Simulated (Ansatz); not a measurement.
# GeH₆OSi: up Jacob's ladder to CCSD(T)

An exercise on one series of results from a longer session: the logs are not shown, and one member is left open.

The runs use Ansatz 0.2.0, Gaussian basis; functionals in def2-TZVPP, the program's frozen cores in correlated methods.

The runs, in order: LDA (SPW92), PBE-D4, revPBE-D4, BLYP-D4, r2SCAN-D4, B97M-V, PBE0-D4, B3LYP-D4, r2SCANh-D4, r2SCAN0-D4, HSE06-D4, BHLYP-D4, CAM-B3LYP-D4, LC-ωPBE, ωB97X-V, ωB97M-V, B2PLYP, PBE-QIDH; CCSD(T)/def2-SVP; CCSD(T)/def2-TZVPP; MP2/def2-QZVPP; extrapolation to the limit; RPA on PBE.

## Structure used throughout

An earlier PBE0-D4 in a triple-zeta def2 set relaxation fixed the geometry.

SMILES `O[SiH2][GeH3]`, 9 atoms, charge 0, spin multiplicity 1.

Atoms are counted from 1 here; the program's logs count them from 0.

Bond lengths: O1–Si2 1.653 Å, O1–H4 0.958 Å, Si2–Ge3 2.375 Å, Si2–H5 1.492 Å, Si2–H6 1.492 Å, Ge3–H7 1.539 Å, Ge3–H8 1.537 Å, Ge3–H9 1.537 Å. Angles: Si2–O1–H4 117.7°, O1–Si2–Ge3 106.7°, O1–Si2–H5 111.3°, O1–Si2–H6 111.2°, Ge3–Si2–H5 110.4°, Ge3–Si2–H6 110.4°, H5–Si2–H6 106.9°, Si2–Ge3–H7 109.5°, Si2–Ge3–H8 111.1°, Si2–Ge3–H9 111.1°, H7–Ge3–H8 108.2°, H7–Ge3–H9 108.2°, H8–Ge3–H9 108.6°.

The first run:

in.yaml

```yaml
crystal:
  periodic: [false, false, false]
  atoms:
    - {symbol: O, position_ang: [-1.699195, 0.432939, -0.836208]}
    - {symbol: Si, position_ang: [-0.084645, 0.700034, -0.605983]}
    - {symbol: Ge, position_ang: [0.663691, -0.937104, 0.942935]}
    - {symbol: H, position_ang: [-2.164816, 1.013974, -1.439556]}
    - {symbol: H, position_ang: [0.670232, 0.586896, -1.887612]}
    - {symbol: H, position_ang: [0.165986, 2.071283, -0.074877]}
    - {symbol: H, position_ang: [2.168243, -0.746472, 1.206140]}
    - {symbol: H, position_ang: [0.447594, -2.356927, 0.395026]}
    - {symbol: H, position_ang: [-0.078590, -0.810823, 2.283036]}
basis:
  gaussian: {orbitals: def2-TZVPP}
hamiltonian: {xc: lda}
output: {orbitals: {seedname: orbitals}}
```

Among the steps run: LDA; PBE-D4 (GGA); revPBE-D4 (GGA); BLYP-D4 (GGA); r2SCAN-D4 (meta-GGA); B97M-V (meta-GGA); PBE0-D4 (hybrid); B3LYP-D4 (hybrid); r2SCANh-D4 (hybrid); r2SCAN0-D4 (hybrid); HSE06-D4 (hybrid); BHLYP-D4 (hybrid); CAM-B3LYP-D4 (range-separated); LC-ωPBE-D4 (range-separated; the results give it without D4); ωB97X-V (range-separated); ωB97M-V (range-separated); B2PLYP (double hybrid); PBE-QIDH (double hybrid).

One of the session's tables, all rows but one given; the rest of the session is left out.

It belongs to the step «Orbital energies across the functionals». 

```
  functional  HOMO (eV)  gap (eV)
 LDA (SPW92)      -7.01      5.66
      PBE-D4      -6.93      5.78
   revPBE-D4      -6.89      5.84
     BLYP-D4      -6.81      5.76
   r2SCAN-D4      -7.21      6.44
      B97M-V      -7.33      6.32
     PBE0-D4      -8.08      7.77
    B3LYP-D4      -7.88      7.34
  r2SCANh-D4      -7.63      7.14
  r2SCAN0-D4      -8.25      8.17
    HSE06-D4          ?         ?
    BHLYP-D4      -9.12      9.63
CAM-B3LYP-D4      -9.36     10.01
     LC-ωPBE     -10.66     12.51
     ωB97X-V     -10.35     12.03
     ωB97M-V     -10.13     11.49
```

**Question.** Estimate the row for HSE06-D4.

As computed: HOMO (eV): -7.68; gap (eV): 7.00. In the column «HOMO (eV)» it lies between B3LYP-D4 (-7.88) and r2SCANh-D4 (-7.63).
